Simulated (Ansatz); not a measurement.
# C6H14Sn: up Jacob's ladder to CCSD(T)

Aim: compute C6H14Sn with functionals from several rungs and with coupled cluster. The yardstick is the atomisation energy at the CCSD(T) limit.

Method: functionals in def2-TZVPP, the program's frozen cores in correlated methods; program: Ansatz 0.2.0, Gaussian basis.

The runs, in order: LDA (SPW92), PBE-D4, revPBE-D4, BLYP-D4, r2SCAN-D4, B97M-V, PBE0-D4, B3LYP-D4, r2SCANh-D4, r2SCAN0-D4, HSE06-D4, BHLYP-D4, CAM-B3LYP-D4, LC-ωPBE, ωB97X-V, ωB97M-V, B2PLYP, PBE-QIDH; CCSD(T)/def2-SVP; CCSD(T)/def2-TZVPP; MP2/def2-QZVPP; extrapolation to the limit; RPA on PBE.

### 1 The relaxed structure

All runs share one geometry, relaxed beforehand with PBE0-D4 in a triple-zeta def2 set. Sn takes the def2 core potential; no spin-orbit term is included.

SMILES `C[CH](C)[Sn][CH](C)C`, 21 atoms, charge 0, spin multiplicity 1.

Atoms are counted from 1 here; the program's logs count them from 0.

Bond lengths: C1–C2 1.526 Å, C1–H8 1.096 Å, C1–H9 1.098 Å, C1–H10 1.095 Å, C2–C3 1.517 Å, C2–Sn4 2.223 Å, C2–H11 1.097 Å, C3–H12 1.094 Å, C3–H13 1.098 Å, C3–H14 1.094 Å, Sn4–C5 2.213 Å, C5–C6 1.525 Å, C5–C7 1.519 Å, C5–H15 1.095 Å, C6–H16 1.094 Å, C6–H17 1.097 Å, C6–H18 1.098 Å, C7–H19 1.094 Å and more. Angles: C2–C1–H8 111.9°, C2–C1–H9 111.2°, C2–C1–H10 112.5°, H8–C1–H9 106.5°, H8–C1–H10 107.4°, H9–C1–H10 107.0°, C1–C2–C3 111.7°, C1–C2–Sn4 107.0°, C1–C2–H11 107.8°, C3–C2–Sn4 116.7°, C3–C2–H11 109.0°, Sn4–C2–H11 104.0°, C2–C3–H12 111.7°, C2–C3–H13 111.3°, C2–C3–H14 112.4°, H12–C3–H13 106.8°, H12–C3–H14 107.2°, H13–C3–H14 107.1° and more.

### 2 LDA

This LDA is Slater exchange with PW92 correlation.

in.yaml reads:

```yaml
crystal:
  periodic: [false, false, false]
  atoms:
    - {symbol: C, position_ang: [-0.458061, -2.518904, 0.703743]}
    - {symbol: C, position_ang: [-0.977096, -1.176308, 1.211619]}
    - {symbol: C, position_ang: [-2.056737, -0.613792, 0.305935]}
    - {symbol: Sn, position_ang: [0.796832, 0.113314, 1.572669]}
    - {symbol: C, position_ang: [0.672484, 1.330018, -0.271940]}
    - {symbol: C, position_ang: [1.205101, 0.457457, -1.403960]}
    - {symbol: C, position_ang: [1.451693, 2.629165, -0.158722]}
    - {symbol: H, position_ang: [-0.001837, -2.431109, -0.288442]}
    - {symbol: H, position_ang: [-1.272262, -3.248768, 0.609102]}
    - {symbol: H, position_ang: [0.291009, -2.958911, 1.370465]}
    - {symbol: H, position_ang: [-1.397098, -1.336377, 2.212429]}
    - {symbol: H, position_ang: [-1.682331, -0.434760, -0.706299]}
    - {symbol: H, position_ang: [-2.902011, -1.309131, 0.213950]}
    - {symbol: H, position_ang: [-2.458606, 0.334222, 0.674779]}
    - {symbol: H, position_ang: [-0.383036, 1.550133, -0.462664]}
    - {symbol: H, position_ang: [0.593645, -0.434385, -1.569614]}
    - {symbol: H, position_ang: [2.232990, 0.122791, -1.215857]}
    - {symbol: H, position_ang: [1.232126, 1.010477, -2.352093]}
    - {symbol: H, position_ang: [1.056335, 3.282995, 0.624067]}
    - {symbol: H, position_ang: [1.426610, 3.195694, -1.099096]}
    - {symbol: H, position_ang: [2.505753, 2.446778, 0.076628]}
basis:
  gaussian: {orbitals: def2-TZVPP}
hamiltonian: {xc: lda}
output: {orbitals: {seedname: orbitals}}
```

On the command line:

```bash
> ansatz run in.yaml --threads 2 --pin off --events-out ev --progress --plain --max-ram 32768MiB --backend cuda --devices 0, --max-vram 18GiB
```

After this run come: PBE-D4 (GGA); revPBE-D4 (GGA); BLYP-D4 (GGA); r2SCAN-D4 (meta-GGA); B97M-V (meta-GGA); B3LYP-D4 (hybrid); r2SCANh-D4 (hybrid); r2SCAN0-D4 (hybrid); HSE06-D4 (hybrid); BHLYP-D4 (hybrid); CAM-B3LYP-D4 (range-separated); LC-ωPBE (range-separated); ωB97X-V (range-separated); ωB97M-V (range-separated); B2PLYP (double hybrid); PBE-QIDH (double hybrid); CCSD(T) in def2-SVP; CCSD(T) in def2-TZVPP; MP2 in def2-QZVPP; RPA on PBE orbitals.

**Question.** What will the summary of the whole plan be? Wanted: atomisation energy, CCSD(T)/CBS; farthest beyond LDA; mean size of error, GGA; mean size of error, meta-GGA; mean size of error, hybrid; mean size of error, range-separated; mean size of error, double hybrid; gap, smallest and largest; T1 diagnostic.

**Answer**, as computed:

```
                                quantity                                                                                                                                          value
         atomisation energy, CCSD(T)/CBS                                                                                                                                1905.2 kcal/mol
functionals within 19.1 kcal/mol (1.0 %)  revPBE-D4, BLYP-D4, r2SCAN-D4, B97M-V, PBE0-D4, B3LYP-D4, r2SCANh-D4, r2SCAN0-D4, HSE06-D4, CAM-B3LYP-D4, LC-ωPBE, ωB97X-V, ωB97M-V, PBE-QIDH
                     farthest beyond LDA                                                                                                                      BHLYP-D4 (-42.0 kcal/mol)
                 mean size of error, GGA                                                                                                                                  16.4 kcal/mol
            mean size of error, meta-GGA                                                                                                                                   1.1 kcal/mol
              mean size of error, hybrid                                                                                                                                  14.2 kcal/mol
     mean size of error, range-separated                                                                                                                                   5.0 kcal/mol
       mean size of error, double hybrid                                                                                                                                  15.9 kcal/mol
               gap, smallest and largest                                                                                                       1.50 eV (LDA (SPW92)), 7.71 eV (LC-ωPBE)
                           T1 diagnostic                                                                                                                                         0.0118
 triples share of the correlation energy                                                                                                                                          3.8 %
```

**Reading.** LDA overbinds by 247.4 kcal/mol (13 %). PBE-D4 misses by +28.6 kcal/mol. Double hybrids carry the basis error of their MP2 part in triple zeta, and no dispersion term here, so their miss is partly the set-up's. The rungs meta-GGA, range-separated, hybrid, double hybrid, GGA miss on average by less than the doubt on the reference (19.1 kcal/mol), so they tie. Misses under about 19.1 kcal/mol are within the doubt on the reference itself, which lacks core-valence correlation, spin-orbit coupling and higher excitations, and its outer-core shells are covered unevenly. All levels share the lack of spin-orbit coupling, which lowers the free heavy atoms and so the true binding. Hartree-Fock recovers 75 % of the binding; the rest is correlation. CCSD(T) in def2-SVP is off by -80.7 kcal/mol, which most functionals beat. The gap grows from 1.5 to 7.7 eV across the functionals, mostly with the share of exact exchange. The restricted reference is unstable towards a spin-broken one. Correlated methods include outer-core shells of Sn, which these sets cover unevenly.
